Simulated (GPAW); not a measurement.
## Au: single point with r2SCAN

The system is Au, a slab with vacuum.

```
Au
1.0
     2.82262    0.00000    0.00000
    -1.41131    2.55593    0.00000
     0.00000    0.00000   24.78634
Au
5
Direct
  0.66533 0.33066 0.30259
  0.33467 0.66934 0.40129
  0.66533 0.33066 0.50000
  0.33467 0.66934 0.59871
  0.66533 0.33066 0.69741
```

The slab is cut from a database's or a generator's crystal, which needn't be the stable form of the element.

The cell isn't the ideal one: the (0 0 1) slab of Au, cut from the database cell, not relaxed.

| Property | Result |
| --- | --- |
| Program | GPAW 26.7.0 |
| Task | single point |
| Functional | r2SCAN |
| Potentials or basis | GPAW PAW data sets (gpaw-data 1.2.1) |
| Cutoff | 450 eV |
| Basis | pw |
| k mesh | 11 × 11 × 1 |
| Occupations | fermi-dirac, width 0.05 eV |
| Spin | no spin polarisation |

```
Largest force                   : 0.137 eV/Å
Band gap on the k mesh          : none (metal or under the smearing width)
Dipole across the slab          : 0.00 e·Å
Work function of the upper face : 5.17 eV
Work function of the lower face : 5.17 eV
```

Forces in eV/Å, atoms in the order of the input:
```
Au   0.000 -0.013 -0.086
Au   0.000  0.019  0.136
Au   0.000 -0.011  0.000
Au   0.000  0.019 -0.136
Au   0.000 -0.013  0.086
```

Levels at points of the mesh, in eV from the Fermi level:
| k point | band 25 | band 26 | band 27 | band 28 | band 29 | band 30 | band 31 | band 32 |
| --- | --- | --- | --- | --- | --- | --- | --- | --- |
| (0.00, 0.00, 0.00) | -2.56 | -2.38 | -2.32 | -2.27 | -2.23 | -0.99 | 0.09 | 4.26 |

It took 7.2 min on 1 thread of Arm Neoverse V1 (shared host), peak memory 0.42 GiB.

Caveat: the PAW data sets were made with another functional, which shifts forces and pressure a little. The run has no spin-orbit coupling, so splittings on Au are missing.
